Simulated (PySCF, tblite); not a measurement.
# C₆H₁₃PSi: infrared bands and NMR shifts

What infrared bands and NMR shifts should C₆H₁₃PSi (`CC1=C(C)CP([SiH3])C1`) show?

Computed with tblite 0.8.0 and PySCF 2.14.0, with density-fitted response routines of our own, on a single molecule in the gas phase. Atoms count from 0, in the outputs and in this text.

### Step 1. The molecule as given

21 atoms, charge 0, multiplicity 1; geometry from: GFN2-xTB.

Bonds of the start (Å): C0–C1 1.49, C1–C2 1.33, C2–C3 1.49, C2–C4 1.51, C4–P5 1.86, P5–Si6 2.24, P5–C7 1.86, C7–C1 1.51, C0–H8 1.09, C0–H9 1.09, C0–H10 1.09, C3–H11 1.09, C3–H12 1.09, C3–H13 1.09, C4–H14 1.09, C4–H15 1.10, Si6–H16 1.47, Si6–H17 1.46, Si6–H18 1.46, C7–H19 1.10, C7–H20 1.09.

### Step 2. Infrared spectrum with GFN2-xTB

What the job is given:

```
{"job": {"kind": "ir", "xc": "GFN2-xTB", "basis": "xTB"}, "charge": 0, "multiplicity": 1}
C     -1.227296     1.898197     0.621873
C     -0.506678     0.794747    -0.082021
C     -0.796118    -0.502622    -0.085021
C     -1.915430    -1.200241     0.617261
C      0.101424    -1.366794    -0.932177
P      1.627144    -0.359913    -1.290556
Si     2.621756    -0.582725     0.705121
C      0.672713     1.199023    -0.928126
H     -1.623033     2.606871    -0.106166
H     -2.050004     1.526218     1.225089
H     -0.537917     2.439545     1.269880
H     -1.515998    -1.920193     1.332382
H     -2.559541    -0.505473     1.147631
H     -2.519906    -1.751003    -0.103549
H      0.361797    -2.309003    -0.443254
H     -0.396064    -1.618066    -1.877116
H      1.741725    -0.415607     1.866741
H      3.197211    -1.927674     0.750203
H      3.675890     0.430261     0.773594
H      0.330167     1.642386    -1.871379
H      1.309237     1.939009    -0.436178
```

**Question.** This job is followed by: GIAO PBE0/pcSseg-1 NMR shielding, non-relativistic, gas phase. Predict these results of the whole session: strongest single infrared mode (GFN2-xTB); zero-point energy (GFN2-xTB); 13C shifts against TMS (PBE0/pcSseg-1, means over atoms taken as alike); 1H shifts against TMS (PBE0/pcSseg-1, means over atoms taken as alike); 31P shifts against H3PO4 (PBE0/pcSseg-1); 29Si shifts against TMS (PBE0/pcSseg-1).

**Answer**, as computed:

| quantity | value |
| --- | --- |
| strongest single infrared mode (GFN2-xTB) | 751 cm⁻¹, 547 km/mol |
| zero-point energy (GFN2-xTB) | 104.2 kcal/mol |
| 13C shifts against TMS (PBE0/pcSseg-1, means over atoms taken as alike) | 139.7, 38.4, 19.2 ppm |
| 1H shifts against TMS (PBE0/pcSseg-1, means over atoms taken as alike) | 3.66, 2.54, 1.86 ppm |
| 31P shifts against H3PO4 (PBE0/pcSseg-1) | -118.4 ppm |
| 29Si shifts against TMS (PBE0/pcSseg-1) | -77.0 ppm |

What this shows: No mode is imaginary among the 57: a minimum at this level. GFN2-xTB is a fitted tight-binding method: band positions and strengths are rough. Its intensities can rank the bands wrongly. The most deshielded carbon is C1, C2 (mean) (fully substituted alkene carbon), at 139.7 ppm: the olefinic region.
